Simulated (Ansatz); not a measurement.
RbTeO3 and its elements: a formation energy from the elements, run with the Python package of Ansatz (0.2.0).

Input file `rbteo3_rbteo3.vasp`:
```text
RbTeO3
1.0
   4.17234400    0.00000000    0.00000000
   0.00000000    4.17234400    0.00000000
   0.00000000    0.00000000    4.17234400
Rb Te O
1 1 3
Direct
   0.00000000    0.00000000    0.00000000
   0.50000000    0.50000000    0.50000000
   0.50000000    0.50000000    0.00000000
   0.50000000    0.00000000    0.50000000
   0.00000000    0.50000000    0.50000000
```

`rbteo3_rb.vasp`
```text
Rb
1.0
  -2.80250000    2.80250000    2.80250000
   2.80250000   -2.80250000    2.80250000
   2.80250000    2.80250000   -2.80250000
Rb
1
Direct
   0.00000000    0.00000000    0.00000000
```

`rbteo3_te.cif`
```cif
data_Te
_cell_length_a 4.454000
_cell_length_b 4.454000
_cell_length_c 5.924000
_cell_angle_alpha 90.00000
_cell_angle_beta 90.00000
_cell_angle_gamma 120.00000
_symmetry_space_group_name_H-M 'P 1'
_symmetry_Int_Tables_number 1
loop_
_symmetry_equiv_pos_as_xyz
'x, y, z'
loop_
_atom_site_label
_atom_site_type_symbol
_atom_site_fract_x
_atom_site_fract_y
_atom_site_fract_z
Te1 Te    0.269000    0.000000    0.333333
Te2 Te    0.000000    0.269000    0.666667
Te3 Te    0.731000    0.731000    0.000000
```

The script reads `rbteo3_o2.cif`:
```cif
data_O
_cell_length_a 9.000000
_cell_length_b 9.500000
_cell_length_c 10.000000
_cell_angle_alpha 90.00000
_cell_angle_beta 90.00000
_cell_angle_gamma 90.00000
_symmetry_space_group_name_H-M 'P 1'
_symmetry_Int_Tables_number 1
loop_
_symmetry_equiv_pos_as_xyz
'x, y, z'
loop_
_atom_site_label
_atom_site_type_symbol
_atom_site_fract_x
_atom_site_fract_y
_atom_site_fract_z
O1 O    0.500000    0.500000    0.438500
O2 O    0.500000    0.500000    0.561500
```

Script `formation.py`:
```python
"""Is RbTeO3 bound against its elements, after relaxing cells and atoms."""

from collections import Counter
import warnings

import ansatz as az
from ase.io import read
import numpy as np

POLARISED = {"O2"}

GASES = {"O2"}


def ground_state(name, crystal):
    calc = crystal.calculation()
    calc = calc.functional("PBEsol").basis(420)
    calc = calc.scf(tolerance=1e-05).kpoints(spacing=0.26)
    calc = calc.occupations("fermi_dirac", width=0.05).stress()
    if name in POLARISED:
        calc = calc.spin("collinear")
    if name in GASES:
        return calc.kpoints(1, 1, 1).relax(force_tolerance=0.03, max_steps=40).run(threads=1, pin="off")
    calc = calc.relax(force_tolerance=0.03, max_steps=40, cell=True)
    return calc.run(threads=1, pin="off")


def counts(outcome):
    return Counter(site.symbol for site in outcome.lattice.sites)

def formation_energy(outcome, mu):
    n = counts(outcome)
    return (outcome.report["energy_sigma0_ev"] - sum(k * mu[element] for element, k in n.items())) / sum(n.values())


def volume_per_atom(outcome):
    return abs(np.linalg.det(outcome.lattice.cell_ang)) / len(outcome.lattice.sites)

warnings.simplefilter("ignore")

phases = {}
atoms = read("rbteo3_rbteo3.vasp", format="vasp")
rbteo3 = az.Crystal.from_ase(atoms)
phases["RbTeO3"] = rbteo3
atoms = read("rbteo3_rb.vasp", format="vasp")
rb = az.Crystal.from_ase(atoms)
phases["Rb"] = rb
atoms = read("rbteo3_te.cif")
te = az.Crystal.from_ase(atoms)
phases["Te"] = te
atoms = read("rbteo3_o2.cif")
o2 = az.Crystal.from_ase(atoms).moments(O=1.0)
phases["O2"] = o2

done = {name: ground_state(name, crystal) for name, crystal in phases.items()}

# chemical potentials of the elements at zero temperature
references = {"Rb": "Rb", "Te": "Te", "O": "O2"}
mu = {element: done[name].report["energy_sigma0_ev"] / len(done[name].lattice.sites) for element, name in references.items()}

target = done["RbTeO3"]
heat = formation_energy(target, mu)
for element, value in mu.items():
    print(f"mu({element}) = {value:.4f} eV from {references[element]}, {volume_per_atom(done[references[element]]):.2f} A^3/atom")
print(f"formation energy of RbTeO3: {heat:.4f} eV/atom = {96.4853 * heat:.1f} kJ/mol of atoms")
# gas references are bare DFT energies, without zero-point or fitted corrections
```

Is RbTeO3 bound against its elements at this level, and by how much?

The formation energy is -1.248 eV an atom (-120.4 kJ per mole of atoms), so RbTeO3 lies below the reference phases.

The run itself:

Running `python formation.py` prints:
```text
mu(Rb) = -3216.9946 eV from Rb, 86.05 A^3/atom
mu(Te) = -6901.5118 eV from Te, 32.09 A^3/atom
mu(O) = -558.2826 eV from O2, 427.50 A^3/atom
formation energy of RbTeO3: -1.2481 eV/atom = -120.4 kJ/mol of atoms
```

What to keep in mind:
- The settings weren't tested for convergence.
- The magnetic order follows from the starting moments and needn't be the lowest.
- For the metals among these phases the mesh is modest: differences between phases can be off by up to 40 meV an atom.
- The program warned that this SCF threshold is loose for forces or stresses.
- The cells come from databases of deposited and of computed structures, and not all need be stable phases.
- The compound is the structure given, not necessarily its lowest; energies are at zero temperature, with no correction for gases. Magnetic phases start from parallel moments and may not end in their lowest magnetic state. A semilocal functional's error on such energies is often 0.05 to 0.1 eV an atom, and 0.1 to 0.3 eV against gases such as O2 or F2.
- The script silences warnings, which a real study should read.
- Hardware and time: 74 s on 1 thread of Arm Neoverse V2, with other jobs on the host, peak memory 0.81 GiB.
